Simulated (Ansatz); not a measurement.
I need a rigid scan of one bond length of CH5NSeSi, SMILES [SiH3]N=C[SeH]. Use Ansatz 0.2.0 through its Python package. Settings (for the species named): B3LYP, def2-SVP basis, multiplicity 1, D4 dispersion.

The script reads `ch5nsesi.xyz`:
```text
9

Si   -0.04670    1.03640   -0.89930
N    -0.21670   -0.70020   -0.83310
C    -0.30570   -1.38600    0.24100
Se   -0.17230   -0.59950    2.02200
H    -0.04400    1.49860   -2.33560
H    -1.26970    1.69720   -0.26180
H     1.15450    1.52570   -0.22020
H    -0.30250   -2.45020    0.17740
H     1.29180   -0.66840    2.09250
```

`scan_ch5nsesi.py`
```python
# -*- coding: utf-8 -*-
"""Stretching a bond of CH5NSeSi, the rest held rigid."""

import ansatz as az
import numpy as np


def main():
    geometry = az.Crystal.molecule_from_extxyz("ch5nsesi.xyz")

    symbols = [site.symbol for site in geometry.cartesian_sites]
    start = np.array([site.position_ang for site in geometry.cartesian_sites])
    axis = (start[0] - start[1]) / np.linalg.norm(start[0] - start[1])
    moving = [0, 4, 5, 6]
    lengths, energies = [1.537, 1.606, 1.676, 1.746, 1.816, 1.886, 1.956, 2.06], []
    for length in lengths:
        xyz = start.copy()
        xyz[moving] += (length - np.linalg.norm(start[0] - start[1])) * axis
        point = az.Crystal.molecule()
        for symbol, place in zip(symbols, xyz):
            point = point.atom(symbol, place.tolist())
        calc = point.calculation()
        calc = calc.basis(gaussian="def2-SVP").functional("B3LYP", dispersion="d4")
        report = calc.run().report
        energies.append(report["free_energy_ev"])
        print(f"r = {length:6.3f} A  E = {energies[-1]:.5f} eV  <S^2> = {abs(report['mean_field']['state']['spin_squared']):.3f}")

    # quartic fit about the minimum
    fit = np.polynomial.Polynomial.fit(lengths, np.array(energies) - min(energies), 4).convert()
    roots = [r.real for r in fit.deriv().roots() if abs(r.imag) < 1e-9 and fit.deriv(2)(r.real) > 0]
    r_e = min(roots, key=lambda r: abs(r - lengths[int(np.argmin(energies))]))
    print(f"minimum of the fit at {r_e:.4f} A, force constant {fit.deriv(2)(r_e):.2f} eV/A^2")


if __name__ == "__main__":
    main()
```

```console
$ python scan_ch5nsesi.py
r =  1.537 A  E = -75823.37690 eV  <S^2> = 0.000
r =  1.606 A  E = -75823.91792 eV  <S^2> = 0.000
r =  1.676 A  E = -75824.21911 eV  <S^2> = 0.000
r =  1.746 A  E = -75824.34063 eV  <S^2> = 0.000
r =  1.816 A  E = -75824.33401 eV  <S^2> = 0.000
r =  1.886 A  E = -75824.23734 eV  <S^2> = 0.000
r =  1.956 A  E = -75824.07883 eV  <S^2> = 0.000
r =  2.060 A  E = -75823.77305 eV  <S^2> = 0.000
minimum of the fit at 1.7746 A, force constant 22.57 eV/A^2
```

What to keep in mind:
- Total energies depend on the basis set; only differences at equal settings carry meaning.
- The rest of the molecule is held rigid at a force-field or estimated start geometry, and the basis set is modest; single-reference methods fail as a bond breaks.
- b3lyp holds the VWN-RPA fit, as in Gaussian; the form of ORCA and Turbomole is b3lyp5.
- The orbitals are restricted, so S² is zero by construction.
- It ran for 37 s on 1 thread of Arm Neoverse V1 (shared host), peak memory 0.29 GiB.
